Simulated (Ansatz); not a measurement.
# Nudged elastic band run: SiW₈C₈Cl₄

Input:

```yaml
crystal:
  lattice:
    - [5.68964, 0.0, 0.0]
    - [0.0, 5.58812, 0.0]
    - [0.0, 0.0, 17.106144]
  atoms:
    - { symbol: W, position: [0.0, 0.0, 0.0584585] }
    - { symbol: C, position: [0.49990874, 0.24994208, 0.15531463] }
    - { symbol: W, position: [0.26382973, -0.01401911, 0.20817267] }
    - { symbol: C, position: [0.0805543, 0.16652309, 0.29398186] }
    - { symbol: W, position: [0.0, 0.5, 0.0584585] }
    - { symbol: C, position: [0.50040787, 0.75018715, 0.14698437] }
    - { symbol: W, position: [0.2363188, 0.48601741, 0.20813119] }
    - { symbol: C, position: [0.41995737, 0.66818166, 0.29318623] }
    - { symbol: W, position: [0.5, 0.0, 0.0584585] }
    - { symbol: C, position: [0.99982712, 0.24993196, 0.14703111] }
    - { symbol: W, position: [0.7637437, 0.01395031, 0.20810896] }
    - { symbol: C, position: [0.91847479, 0.33301924, 0.29403089] }
    - { symbol: W, position: [0.5, 0.5, 0.0584585] }
    - { symbol: C, position: [1.00006196, 0.74998663, 0.15531434] }
    - { symbol: W, position: [0.73618581, 0.51407519, 0.20819682] }
    - { symbol: C, position: [0.5817585, 0.83492889, 0.29474158] }
    - { symbol: Si, position: [0.23466759, 0.50396531, 0.51188706] }
    - { symbol: Cl, position: [0.03146957, 0.71695698, 0.44305225] }
    - { symbol: Cl, position: [0.02187017, 0.29370972, 0.57861745] }
    - { symbol: Cl, position: [0.44740285, 0.29090697, 0.44627235] }
    - { symbol: Cl, position: [0.43799541, 0.71250807, 0.58242179] }
basis:
  ecutwfc: 420.0
kpoints:
  mp_grid: { grid: [4, 4, 1] }
hamiltonian:
  xc: pbe
  dispersion: d3bj
  pseudopotentials: { kind: paw, azcp: { folder: soft_1 } }
scf:
  occupations: { method: gaussian, width: 0.15 }
  lower_state_search: "off"
neb:
  images: 5
  f_tol: 0.05
  initial_path: idpp
  max_iterations: 23
  constraints: [{ sites: [0, 4, 8, 12] }]
  final_atoms:
    - { symbol: W, position: [0.0, 0.0, 0.05845853] }
    - { symbol: C, position: [0.50168376, 0.2514783, 0.15422092] }
    - { symbol: W, position: [0.24892644, 0.00226142, 0.20367892] }
    - { symbol: C, position: [0.16804422, 0.23868461, 0.30372797] }
    - { symbol: W, position: [0.0, 0.5, 0.05845853] }
    - { symbol: C, position: [0.50274158, 0.75194549, 0.15479838] }
    - { symbol: W, position: [0.24677776, 0.50246642, 0.2067539] }
    - { symbol: C, position: [0.1995948, 0.75000617, 0.29736665] }
    - { symbol: W, position: [0.5, 0.0, 0.05845853] }
    - { symbol: C, position: [1.00500926, 0.24986625, 0.14901049] }
    - { symbol: W, position: [0.7595825, -0.0003043, 0.20252557] }
    - { symbol: C, position: [0.92951862, 0.30487597, 0.29311986] }
    - { symbol: W, position: [0.5, 0.5, 0.05845853] }
    - { symbol: C, position: [1.00695921, 0.74806554, 0.14673393] }
    - { symbol: W, position: [0.75743025, 0.49823761, 0.20194335] }
    - { symbol: C, position: [0.9776478, 0.78504698, 0.27500907] }
    - { symbol: Si, position: [0.27217576, 0.16441959, 0.40474149] }
    - { symbol: Cl, position: [0.77926472, 0.440957, 0.37224526] }
    - { symbol: Cl, position: [0.04768283, -0.02844912, 0.47380764] }
    - { symbol: Cl, position: [0.56454876, -0.04670156, 0.39749656] }
    - { symbol: Cl, position: [0.3380785, 0.45164065, 0.47601421] }
  order_check: false
```

Run as:

```bash
$ ansatz run input.yaml --threads 4 --pin off --max-ram 10240MiB --backend cpu --events-out ev --progress --plain --runs-dir out
```

Output, in part (warnings, iteration lines):

```
NEB end point (image 0): max|allowed force component| = 2.021e-2 eV/Å (the criterion of neb.relax_end_points is 1.000e-2)
NEB end point (image 6): max|allowed force component| = 2.302e-2 eV/Å (the criterion of neb.relax_end_points is 1.000e-2)
WARN: dispersion: an atom stands within reach of a switch of its C6 between two reference coordination numbers of its element: through that C6 alone, e_disp changes by 0.025 eV or more while the distances to its neighbours run over a stretch of 0.05 Å that contains this geometry (sites counted from …
NEB iter   1: max|band force component| = 4.385e0 eV/Å  barrier→ = 10.3659 eV  barrier← = 9.0138 eV  Δτ_max = 0.2000 Å  (85 SCF iters)
NEB iter   2: max|band force component| = 4.779e0 eV/Å  barrier→ = 7.9571 eV  barrier← = 6.6050 eV  Δτ_max = 0.1120 Å  (49 SCF iters)
NEB iter   3: max|band force component| = 4.088e0 eV/Å  barrier→ = 7.2922 eV  barrier← = 5.9401 eV  Δτ_max = 0.1151 Å  (46 SCF iters)
NEB iter   4: max|band force component| = 4.190e0 eV/Å  barrier→ = 6.9029 eV  barrier← = 5.5508 eV  Δτ_max = 0.0534 Å  (43 SCF iters)
NEB iter   5: max|band force component| = 3.404e0 eV/Å  barrier→ = 6.5971 eV  barrier← = 5.2450 eV  Δτ_max = 0.1151 Å  (41 SCF iters)
NEB iter   6: max|band force component| = 2.720e0 eV/Å  barrier→ = 6.1372 eV  barrier← = 4.7851 eV  Δτ_max = 0.1131 Å  (43 SCF iters)
NEB iter   7: max|band force component| = 1.320e0 eV/Å  barrier→ = 5.7461 eV  barrier← = 4.3941 eV  Δτ_max = 0.1091 Å  (43 SCF iters)
NEB iter   8: max|band force component| = 2.051e0 eV/Å  barrier→ = 5.4640 eV  barrier← = 4.1120 eV  Δτ_max = 0.0524 Å  (40 SCF iters)
NEB iter   9: max|band force component| = 7.913e-1 eV/Å  barrier→ = 5.3334 eV  barrier← = 3.9813 eV  Δτ_max = 0.1056 Å  (39 SCF iters)
NEB iter  10: max|band force component| = 7.019e-1 eV/Å  barrier→ = 5.1003 eV  barrier← = 3.7482 eV  Δτ_max = 0.2000 Å  (39 SCF iters)
NEB iter  11: max|band force component| = 7.331e-1 eV/Å  barrier→ = 4.6029 eV  barrier← = 3.2509 eV  Δτ_max = 0.2000 Å  (42 SCF iters)
NEB iter  12: max|band force component| = 1.051e0 eV/Å  barrier→ = 3.9798 eV  barrier← = 2.6278 eV  Δτ_max = 0.2000 Å  (40 SCF iters)
NEB iter  13: max|band force component| = 1.111e0 eV/Å  barrier→ = 3.4131 eV  barrier← = 2.0610 eV  Δτ_max = 0.1009 Å  (42 SCF iters)
NEB iter  14: max|band force component| = 9.772e-1 eV/Å  barrier→ = 3.0697 eV  barrier← = 1.7176 eV  Δτ_max = 0.1018 Å  (38 SCF iters)
NEB iter  15: max|band force component| = 6.459e-1 eV/Å  barrier→ = 2.9981 eV  barrier← = 1.6460 eV  Δτ_max = 0.1026 Å  (39 SCF iters)
NEB iter  16: max|band force component| = 3.548e0 eV/Å  barrier→ = 3.1558 eV  barrier← = 1.8038 eV  CI = image 3  Δτ_max = 0.1018 Å  (38 SCF iters)
NEB iter  17: max|band force component| = 4.209e0 eV/Å  barrier→ = 3.4486 eV  barrier← = 2.0965 eV  CI = image 3  Δτ_max = 0.2000 Å  (39 SCF iters)
NEB iter  18: max|band force component| = 4.210e0 eV/Å  barrier→ = 4.4348 eV  barrier← = 3.0827 eV  CI = image 3  Δτ_max = 0.2000 Å  (43 SCF iters)
NEB iter  19: max|band force component| = 2.866e0 eV/Å  barrier→ = 5.1550 eV  barrier← = 3.8029 eV  CI = image 3  Δτ_max = 0.2000 Å  (41 SCF iters)
NEB iter  20: max|band force component| = 1.124e0 eV/Å  barrier→ = 4.7144 eV  barrier← = 3.3623 eV  CI = image 3  Δτ_max = 0.2000 Å  (41 SCF iters)
NEB iter  21: max|band force component| = 8.500e-1 eV/Å  barrier→ = 4.3506 eV  barrier← = 2.9986 eV  CI = image 3  Δτ_max = 0.2000 Å  (42 SCF iters)
NEB iter  22: max|band force component| = 1.291e0 eV/Å  barrier→ = 4.2566 eV  barrier← = 2.9045 eV  CI = image 3  Δτ_max = 0.1016 Å  (41 SCF iters)
NEB iter  23: max|band force component| = 9.092e-1 eV/Å  barrier→ = 4.2395 eV  barrier← = 2.8874 eV  CI = image 3  Δτ_max = 0.1010 Å  (38 SCF iters)
Error: NEB band did not converge after 23 iterations: max|band force component| = 9.09e-1 eV/Å (threshold 5.0e-2); raise `neb.max_iterations` in a new run, which can start from the last band evaluated (`neb.initial_path`, with `crystal.atoms` and `neb.final_atoms` set to its first and last images), …
```

It did not converge within its limit. The band didn't meet its force threshold, so its energies are provisional: the largest band force was still 0.91 eV/Å, and over the last iterations the top moved between 4.24 and 4.35 eV. Neighbouring images lie up to 3.6 Å apart, so the band is torn or far too coarse. Limits of this set-up: coarse k mesh, thin slab, slab without dipole correction.

Final band (atoms are numbered from 1 in the order of the input):

```tsv
image	path coordinate (Å)	energy (eV)	C4–W11 (Å)	C8–W15 (Å)	Si17–Cl18 (Å)
0	0.00	0.00	2.48	2.47	2.03
1	3.19	0.09	2.48	2.47	2.03
2	6.38	0.33	2.49	2.47	2.03
3	9.57	4.24	3.25	3.10	2.04
4	13.13	1.81	3.24	2.44	2.03
5	16.69	1.90	3.26	2.57	2.74
6	20.25	1.35	3.19	3.31	3.25
```

The run took 49 min on 4 threads of Arm Neoverse V1 (shared host), peak memory 3.8 GiB.
